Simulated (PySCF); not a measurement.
# Rh (Rh3+): the cost of one run

Computed with PySCF 2.14.0 and routines of our own; the level stands in each step. Atoms count from 0.

### 1 The starting structure

1 atom, charge 3, states of the metal's open shell are computed; geometry from: free ion.

### 2 Ligand-field states: state-averaged CASSCF

Job settings and geometry (Å):

```
{"job": {"kind": "lf", "basis": {"metal": "x2c-TZVPall", "ligand": "x2c-SVPall"}, "nevpt": true}, "charge": 3, "metal": "Rh", "open_shell": "d6"}
Rh     0.000000     0.000000     0.000000
```

Level: state-averaged CASSCF of the metal d shell, SC-NEVPT2 on the averaged canonical orbitals, state-interaction spin-orbit coupling.

Started as:

```
> OMP_NUM_THREADS=1 python lf_run.py task.json out
```

One launch serves the whole session: the jobs run in the order shown.

Q: Estimate the wall time and peak memory of this first job on 1 thread of AMD EPYC 7R43, shared host.

About 8.8 s, with a peak of 0.2 GiB.
